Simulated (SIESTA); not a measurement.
TaF3:

```xyz
4
Lattice="3.9012 0.0000 0.0000 0.0000 3.9012 0.0000 0.0000 0.0000 3.9012" Properties=species:S:1:pos:R:3 pbc="T T T"
Ta    0.0000    0.0000    0.0000
F     0.0000    0.0000    1.9506
F     1.9506    0.0000    0.0000
F     0.0000    1.9506    0.0000
```

Base run:

| Property | Result |
| --- | --- |
| Program | SIESTA 5.4.2 |
| Functional | PBE |
| Potentials or basis | PseudoDojo 0.4 standard (PBE files) |
| Basis | DZP (energy shift 0.003 Ry; two zetas on semicore shells) |
| Grid cutoff | 800 Ry |
| Energy shift | 0.003 Ry |
| k mesh | 7 × 7 × 7 |
| Occupations | fermi-dirac, width 0.05 eV |
| Spin | no spin polarisation |

Its results: band gap on the k mesh none (metal or under the smearing width); pressure 29.2 GPa.

Problem. The run is repeated on the same cell with these changes: hubbard terms from none to Ta d U = 8 eV. What comes out?

Solution. Band gap on the k mesh none (metal or under the smearing width); pressure 32.3 GPa.

Caveats: a pressure of tens of GPa on the cell as given is suspect, and the run, the potentials or the cell itself is likely at fault; short orbitals over semicore shells can move pressures by several GPa; spin-orbit coupling is left out, which moves the levels of the heavy elements; the basis of atomic orbitals isn't converged, which shifts pressures, moduli and gaps; U without spin polarisation on a metal has little footing (some runs).
